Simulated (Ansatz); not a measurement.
# C6H4Si: the cost of one run

Program: Ansatz 0.2.0, Gaussian basis. Level of theory: the settings change from run to run. These are calculated values, not measurements.

## 1. The geometry

The geometry comes from an earlier relaxation with PBE0-D4 in a triple-zeta def2 set; it is a stationary point, not always the lowest conformer.

11 atoms, charge 0, spin multiplicity 1.

Atoms are counted from 1 here; the program's logs count them from 0.

Bond lengths: C1–C2 1.205 Å, C1–H8 1.066 Å, C2–Si3 1.819 Å, Si3–C4 1.819 Å, Si3–C6 1.819 Å, Si3–H9 1.479 Å, C4–C5 1.205 Å, C5–H10 1.066 Å, C6–C7 1.205 Å, C7–H11 1.066 Å. Angles: C2–C1–H8 179.8°, C1–C2–Si3 179.2°, C2–Si3–C4 109.5°, C2–Si3–C6 109.6°, C2–Si3–H9 109.4°, C4–Si3–C6 109.5°, C4–Si3–H9 109.4°, C6–Si3–H9 109.4°, Si3–C4–C5 179.2°, C4–C5–H10 179.8°, Si3–C6–C7 179.2°, C6–C7–H11 179.8°.

As a file:

```xyz
11

C     0.9101   -2.3980    1.3185
C     0.4662   -1.3235    1.0008
Si   -0.2090    0.3032    0.5471
C     1.0900    1.3031   -0.2408
C     1.9489    1.9778   -0.7504
C    -1.5954    0.0859   -0.6099
C    -2.5247   -0.0497   -1.3653
H     1.3035   -3.3492    1.5959
H    -0.6889    0.9926    1.7645
H     2.7090    2.5720   -1.2038
H    -3.3445   -0.1713   -2.0359
```

## 2. r2SCAN0/def2-TZVP

Set apart from the defaults: atoms shaken by 0.15 Å, a point charge of 0.50 e beside it, D4 dispersion.

Contents of in.yaml:

```yaml
crystal:
  periodic: [false, false, false]
  atoms:
    - {symbol: C, position_ang: [0.742805, -2.234478, 1.331277]}
    - {symbol: C, position_ang: [0.383118, -1.610920, 1.090760]}
    - {symbol: Si, position_ang: [-0.390376, 0.066083, 0.741989]}
    - {symbol: C, position_ang: [0.927418, 1.373617, 0.005300]}
    - {symbol: C, position_ang: [2.032888, 1.740417, -0.917928]}
    - {symbol: C, position_ang: [-1.462843, 0.011106, -0.914542]}
    - {symbol: C, position_ang: [-2.725438, -0.018093, -1.271269]}
    - {symbol: H, position_ang: [1.210343, -3.240728, 1.385911]}
    - {symbol: H, position_ang: [-0.836716, 0.916683, 1.778671]}
    - {symbol: H, position_ang: [2.508060, 2.341422, -1.335090]}
    - {symbol: H, position_ang: [-3.267854, 0.200973, -1.918188]}
basis:
  gaussian: {orbitals: def2-TZVP, point_charges: [{charge: 0.50, position_ang: [6.923, 0.633, -0.923]}]}
hamiltonian: {xc: {name: r2SCAN0}, dispersion: d4}
output: {forces: true}
```

Run with:

```console
$ ansatz run in.yaml --threads 4 --pin off --events-out ev --progress --plain --max-ram 10444MiB
```

Q: Estimate wall time and peak memory on 4 threads of Arm Neoverse V2, shared host.

About 6 s, with a peak of 0.74 GiB.
